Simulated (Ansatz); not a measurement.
# BeZnTeO: the cost of one run

Method: DFT PBE, scalar-relativistic, plane waves, PAW, in Ansatz 0.2.0.

1 further run of the same task is left out (it didn't finish).

## Step 1: The starting structure

The structure is trigonal, space group P-3m1 (No. 164). The conventional cell has a = 4.422 Å, b = 4.422 Å, c = 8.345 Å, α = 90.00°, β = 90.00°, γ = 120.00°. Be (site symmetry -3m) is surrounded by 2 Zn at 2.05 Å. Around Be (site symmetry -3m) lie 2 Zn at 2.12 Å and 6 Te at 2.90 Å. Around Zn (site symmetry 3m) lie 2 Be at 2.05 to 2.12 Å and 3 O at 2.56 Å and 3 Te at 2.66 Å. Te (site symmetry 3m) is surrounded by 3 Zn at 2.66 Å and 3 O at 2.69 Å and 3 Be at 2.90 Å. O (site symmetry 3m) has 3 Zn at 2.56 Å as nearest neighbours.

As a file:

```
CELL_PARAMETERS angstrom
4.42192 0.00000 0.00000
-2.21096 3.82950 0.00000
0.00000 0.00000 8.34454
ATOMIC_POSITIONS crystal
Be 0.00000 0.00000 0.50000
Be 0.00000 0.00000 0.00000
Zn 0.00000 0.00000 0.74604
Zn 0.00000 0.00000 0.25396
Te 0.33333 0.66667 0.83527
Te 0.66667 0.33333 0.16473
O 0.33333 0.66667 0.26712
O 0.66667 0.33333 0.73288
```

Recipe of the guess: random cell by space group and Wyckoff sites (P-3m1, No. 164). The dimensions are guesses.

## Step 2: The guess as it stands, on a coarse mesh

File input.yaml:

```yaml
crystal:
  lattice:
    - [4.42192471, 0.0, 0.0]
    - [-2.21096235, 3.82949913, 0.0]
    - [0.0, 0.0, 8.3445358]
  atoms:
    - { symbol: Be, position: [0.0, 0.0, 0.5] }
    - { symbol: Be, position: [0.0, 0.0, 0.0] }
    - { symbol: Zn, position: [0.0, 0.0, 0.74603778] }
    - { symbol: Zn, position: [0.0, 0.0, 0.25396222] }
    - { symbol: Te, position: [0.33333333, 0.66666667, 0.83526976] }
    - { symbol: Te, position: [0.66666667, 0.33333333, 0.16473024] }
    - { symbol: O, position: [0.33333333, 0.66666667, 0.26711706] }
    - { symbol: O, position: [0.66666667, 0.33333333, 0.73288294] }
basis:
  ecutwfc: 420
kpoints:
  mp_grid: { grid: [6, 6, 2] }
hamiltonian:
  xc: pbe
scf:
  occupations: { method: gaussian, width: 0.1 }
  lower_state_search: "off"
output:
  forces: true
  stress: true
  eigenvalues: true
```

The run is started by

```console
> ansatz run input.yaml --threads 1 --pin off --max-ram 2560MiB --backend cpu --events-out ev --progress --plain --runs-dir out
```

**Question.** How long does this run take on 1 thread of Intel Xeon at 2.70GHz, shared host, and how much memory does it need?

About 8.1 s, with a peak of 0.45 GiB.
